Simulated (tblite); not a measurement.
# C6H7FN2Si: the cost of one run

Computed with tblite 0.8.0 and PySCF 2.14.0, with density-fitted response routines of our own, on a single molecule in the gas phase. Atoms are numbered from 0 throughout.

## 1. The starting structure

17 atoms, charge 0, multiplicity 1; geometry from: force field or distance geometry start.

Bonds of the start (Å): C0–C1 1.22, C1–Si2 1.86, Si2–N3 1.79, N3–N4 1.36, N4–C5 1.34, C5–C6 1.39, C6–F7 1.33, C6–C8 1.37, C8–C9 1.49, C8–N3 1.38, C0–H10 1.06, Si2–H11 1.49, Si2–H12 1.48, C5–H13 1.08, C9–H14 1.09, C9–H15 1.10, C9–H16 1.10.

## 2. Relaxing the molecule with GFN2-xTB

Job settings and geometry (Å):

```
{"job": {"kind": "relax", "xc": "GFN2-xTB", "basis": "xTB"}, "charge": 0, "multiplicity": 1}
C      3.318700    -0.411900     1.365700
C      2.607800    -0.111900     0.423700
Si     1.531200     0.339200    -1.025100
N     -0.140300    -0.282200    -0.838300
N     -0.610200    -1.273100    -1.639900
C     -1.860900    -1.484900    -1.218600
C     -2.174100    -0.644100    -0.151600
F     -3.329200    -0.597900     0.514800
C     -1.065800     0.126500     0.106000
C     -0.872600     1.182200     1.134700
H      3.928600    -0.674200     2.190400
H      1.458000     1.827100    -1.117500
H      2.142100    -0.141400    -2.281200
H     -2.464000    -2.234200    -1.701600
H     -1.786700     1.345200     1.714600
H     -0.079300     0.903400     1.843700
H     -0.610200     2.144200     0.670200
```

The run is started by

```sh
OMP_NUM_THREADS=1 python probes_run.py task.json out
```

The driver reads the jobs from task.json and runs them one after another.

Q: Estimate the wall time and peak memory of this first job on 1 thread of Arm Neoverse N1, shared host.

About 1.1 s, with a peak of 0.18 GiB.
